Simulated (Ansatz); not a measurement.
# BH₇SSi₂: up Jacob's ladder to CCSD(T)

The task here is to estimate one member of a computed series from the others.

Program: Ansatz 0.2.0, Gaussian basis. Level of theory: functionals in def2-TZVPP, the program's frozen cores in correlated methods. These are calculated values, not measurements.

Plan: LDA (SPW92), PBE-D4, revPBE-D4, BLYP-D4, r2SCAN-D4, B97M-V, PBE0-D4, B3LYP-D4, r2SCANh-D4, r2SCAN0-D4, HSE06-D4, BHLYP-D4, CAM-B3LYP-D4, LC-ωPBE, ωB97X-V, ωB97M-V, B2PLYP, PBE-QIDH; CCSD(T)/def2-SVP; CCSD(T)/def2-TZVPP; MP2/def2-QZVPP; extrapolation to the limit; RPA on PBE.

### The geometry

The geometry comes from an earlier relaxation with PBE0-D4 in a triple-zeta def2 set; it is a stationary point, not always the lowest conformer.

SMILES `[SiH3]BS[SiH3]`, 11 atoms, charge 0, spin multiplicity 1.

Atoms are counted from 1 here; the program's logs count them from 0.

Bond lengths: Si1–B2 2.010 Å, Si1–H5 1.491 Å, Si1–H6 1.491 Å, Si1–H7 1.488 Å, B2–S3 1.774 Å, B2–H8 1.198 Å, S3–Si4 2.159 Å, Si4–H9 1.482 Å, Si4–H10 1.484 Å, Si4–H11 1.482 Å. Angles: B2–Si1–H5 109.7°, B2–Si1–H6 109.6°, B2–Si1–H7 112.9°, H5–Si1–H6 107.5°, H5–Si1–H7 108.5°, H6–Si1–H7 108.5°, Si1–B2–S3 119.7°, Si1–B2–H8 120.9°, S3–B2–H8 119.5°, B2–S3–Si4 99.8°, S3–Si4–H9 109.5°, S3–Si4–H10 107.4°, S3–Si4–H11 109.5°, H9–Si4–H10 110.1°, H9–Si4–H11 110.2°, H10–Si4–H11 110.1°.

Set-up of the first run:

Input file in.yaml:

```yaml
crystal:
  periodic: [false, false, false]
  atoms:
    - {symbol: Si, position_ang: [-2.016372, 0.978065, 1.024421]}
    - {symbol: B, position_ang: [-0.518609, 0.056487, 0.050164]}
    - {symbol: S, position_ang: [1.162741, 0.397397, 0.500974]}
    - {symbol: Si, position_ang: [2.187698, -0.886499, -0.900428]}
    - {symbol: H, position_ang: [-2.847606, 1.747020, 0.054465]}
    - {symbol: H, position_ang: [-2.900003, -0.039566, 1.662278]}
    - {symbol: H, position_ang: [-1.533452, 1.911598, 2.077706]}
    - {symbol: H, position_ang: [-0.746052, -0.721204, -0.832132]}
    - {symbol: H, position_ang: [1.847658, -0.479122, -2.284302]}
    - {symbol: H, position_ang: [3.644144, -0.727201, -0.665277]}
    - {symbol: H, position_ang: [1.785153, -2.293776, -0.667370]}
basis:
  gaussian: {orbitals: def2-TZVPP}
hamiltonian: {xc: lda}
output: {orbitals: {seedname: orbitals}}
```

Steps of the session up to this table: LDA; PBE-D4 (GGA); revPBE-D4 (GGA); BLYP-D4 (GGA); r2SCAN-D4 (meta-GGA); B97M-V (meta-GGA); PBE0-D4 (hybrid); B3LYP-D4 (hybrid); r2SCANh-D4 (hybrid); r2SCAN0-D4 (hybrid); HSE06-D4 (hybrid); BHLYP-D4 (hybrid); CAM-B3LYP-D4 (range-separated); LC-ωPBE (range-separated); ωB97X-V (range-separated); ωB97M-V (range-separated); B2PLYP (double hybrid); PBE-QIDH (double hybrid).

One table of the session follows, with a row left open; its other results are not shown here.

It belongs to the step «Orbital energies across the functionals». 

```
  functional  HOMO (eV)  LUMO (eV)  gap (eV)
 LDA (SPW92)      -6.93      -3.12      3.81
      PBE-D4      -6.86      -2.91      3.95
   revPBE-D4      -6.83      -2.83      4.00
     BLYP-D4          ?          ?         ?
   r2SCAN-D4      -7.12      -2.70      4.42
      B97M-V      -7.27      -2.79      4.48
     PBE0-D4      -8.03      -2.02      6.01
    B3LYP-D4      -7.84      -2.16      5.68
  r2SCANh-D4      -7.55      -2.38      5.17
  r2SCAN0-D4      -8.20      -1.90      6.29
    HSE06-D4      -7.64      -2.40      5.24
    BHLYP-D4      -9.13      -0.96      8.16
CAM-B3LYP-D4      -9.34      -0.87      8.47
     LC-ωPBE     -10.65       0.19     10.84
     ωB97X-V     -10.32       0.12     10.44
     ωB97M-V     -10.11      -0.07     10.04
```

Q: Estimate the row for BLYP-D4 from the others.

Worked estimate for «HOMO (eV)». Against the share of exact exchange, B3LYP-D4 (0.2, -7.84), BHLYP-D4 (0.5, -9.13) give a slope of -4.30 per unit share; at 0 the line stands at -6.98.

The run gave: HOMO (eV): -6.74; LUMO (eV): -2.71; gap (eV): 4.03. In «HOMO (eV)» the line misses by -0.24.
